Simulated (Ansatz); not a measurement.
Born–Oppenheimer molecular dynamics of a periodic cell of 16 atoms, Li (start crystal Li, start structure bcc, volume 1.05 times the crystal's). It starts from a structure without forces on its atoms.

Theory: DFT PBE, scalar-relativistic, plane waves, PAW (Ansatz 0.2.0). Settings: cutoff 420 eV, k mesh 2x2x2, fermi-dirac smearing 0.1 eV, no spin polarisation.

```yaml
ensemble: NVT, Langevin thermostat
time_step: 1.5 fs
steps_asked: 180
set_temperature: 900 K
friction: 0.02 /fs
seed: 227151
```

First frame:

```xyz
16
Lattice="7.0944 0.0000 0.0000 0.0000 7.0944 0.0000 0.0000 0.0000 7.0944" Properties=species:S:1:pos:R:3
Li 0.000 0.000 0.000
Li 3.547 0.000 0.000
Li 0.000 3.547 0.000
Li 0.000 0.000 3.547
Li 1.774 1.774 1.774
Li 3.547 3.547 0.000
Li 3.547 0.000 3.547
Li 5.321 1.774 1.774
Li 0.000 3.547 3.547
Li 1.774 5.321 1.774
Li 1.774 1.774 5.321
Li 3.547 3.547 3.547
Li 5.321 5.321 1.774
Li 5.321 1.774 5.321
Li 1.774 5.321 5.321
Li 5.321 5.321 5.321
```

**Question.** What does the run give?

**Answer.** All steps were run.

```
steps done                                               : 180
time covered                                             : 270 fs
mean temperature over the second half                    : 993 K
spread of the potential energy over the second half      : 18.2 meV per atom
mean potential energy of the second half above the start : 135.1 meV per atom
```

The mean temperature of the second half is 10 % above the set value. A run of 0.27 ps of so small a system gives no equilibrium averages. Limits of this set-up: coarse k mesh.

**Question.** What happens to the structure?

**Answer.** Mean squared displacements from the first frame to the last, about the centre of mass: Li 0.54 Å². Another seed would give other details.

**Question.** How do temperature and energy run in time?

**Answer.** 
| time (fs) | T (K) | potential energy less start (eV) |
| --- | --- | --- |
| 0.0 | 844 | 0.000 |
| 22.5 | 485 | 0.951 |
| 45.0 | 774 | 1.438 |
| 67.5 | 627 | 1.487 |
| 90.0 | 1094 | 1.591 |
| 112.5 | 823 | 2.329 |
| 135.0 | 867 | 2.160 |
| 157.5 | 1322 | 1.785 |
| 180.0 | 995 | 2.386 |
| 202.5 | 791 | 2.665 |
| 225.0 | 1230 | 2.008 |
| 247.5 | 872 | 1.718 |
| 270.0 | 912 | 2.521 |

Run time: 10 min on 1 thread of Arm Neoverse V1, on a shared host, peak memory 0.55 GiB.
